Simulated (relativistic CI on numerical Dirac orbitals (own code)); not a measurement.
# Tc²⁰⁺: one ion under different settings

How much do the settings matter for Tc²⁰⁺? One ion, several inputs.

The numbers are computed with relativistic CI on numerical Dirac orbitals (own code) version 3 (Dirac-Coulomb-Breit CI, KLI orbitals optimised for each configuration, model QED (radiative potential, 1s self-energy scaled to tabulated hydrogen-like ionisation energies), numerical settings as typed), except any that are marked as measured or tabulated.

### Step 1. The atom as given

```
ion            : Tc²⁰⁺ (Tc XXI)
nuclear charge : 43
electrons      : 23
isotope        : A = 97
```

### Step 2. Usual settings

Input settings:

```ini
atom Tc  Z=43  charge=20  electrons=23
nucleus A=97  rms_radius_fm=4.4112
hamiltonian dirac-coulomb  breit=on  qed=on  c_scale=1
orbitals kli  potential=per-configuration
slater_scale 1
correlation none
mixing on
grid step=0.0125 r_max=5.3
scf mixing=0.4 start=green max_iterations=150 tolerance=2e-08 node_fill=0.05
configurations
  [Ar] 3d5
  [Ne] 3s2 3p5 3d6
  [Ne] 3s2 3p4 3d7
end
```

Command:

```
python run_levels.py task.json out
```

One command runs all members of the session, one after another, from task.json.

### Step 3. Grid step 0.03

Changes to the settings of step 2:

```diff
@@ -7,3 +7,3 @@
 mixing on
-grid step=0.0125 r_max=5.3
+grid step=0.03 r_max=5.3
 scf mixing=0.4 start=green max_iterations=150 tolerance=2e-08 node_fill=0.05
```

### Step 4. Grid step 0.04

Changes to the settings of step 3:

```diff
@@ -7,3 +7,3 @@
 mixing on
-grid step=0.03 r_max=5.3
+grid step=0.04 r_max=5.3
 scf mixing=0.4 start=green max_iterations=150 tolerance=2e-08 node_fill=0.05
```

### Step 5. Tolerance 1e-05, speed-of-light factor 2, grid step 0.03

Input settings:

```ini
atom Tc  Z=43  charge=20  electrons=23
nucleus A=97  rms_radius_fm=4.4112
hamiltonian dirac-coulomb  breit=on  qed=on  c_scale=2
orbitals kli  potential=per-configuration
slater_scale 1
correlation none
mixing on
grid step=0.03 r_max=5.3
scf mixing=0.4 start=green max_iterations=150 tolerance=1e-05 node_fill=0.05
configurations
  [Ar] 3d5
  [Ne] 3s2 3p5 3d6
  [Ne] 3s2 3p4 3d7
end
```

### Step 6. Slater scale 1.2

Input settings:

```ini
atom Tc  Z=43  charge=20  electrons=23
nucleus A=97  rms_radius_fm=4.4112
hamiltonian dirac-coulomb  breit=on  qed=on  c_scale=1
orbitals kli  potential=per-configuration
slater_scale 1.2
correlation none
mixing on
grid step=0.0125 r_max=5.3
scf mixing=0.4 start=green max_iterations=150 tolerance=2e-08 node_fill=0.05
configurations
  [Ar] 3d5
  [Ne] 3s2 3p5 3d6
  [Ne] 3s2 3p4 3d7
end
```

(Steps that only read results are left out.)

Before running it: what results should come out? Wanted: lowest level, usual settings; total energy; first excitation.

The runs gave:

| setting | total energy less usual (Ha) | largest shift of a level among the lowest eight of both runs, same label and place (cm⁻¹) | SCF iterations | time | lowest level | kind of change |
| --- | --- | --- | --- | --- | --- | --- |
| usual | 0 | 0 | 30 | 0.25 s | 3d5 6S5/2 | - |
| grid step 0.03 | 0.000241 | 0.00737 | 30 | 0.21 s | 3d5 6S5/2 | numerical |
| grid step 0.04 | 0.000379 | 0.00996 | 30 | 0.18 s | 3d5 6S5/2 | numerical |
| tolerance 1e-05, speed-of-light factor 2, grid step 0.03 | 57.9 | 17600 | 24 | 0.19 s | 3d5 6S5/2 | unphysical constant |
| Slater scale 1.2 | -0.18 | 24100 | 30 | 0.25 s | 3d5 6S5/2 | model term |

```
                    quantity          value
lowest level, usual settings      3d5 6S5/2
                total energy  -4068.4744 Ha
            first excitation     92317 cm⁻¹
```

In words: Among the runs whose levels can be followed, they move most under «Slater scale 1.2» (model term), by up to 24100 cm⁻¹. Only the listed configurations are in the model.
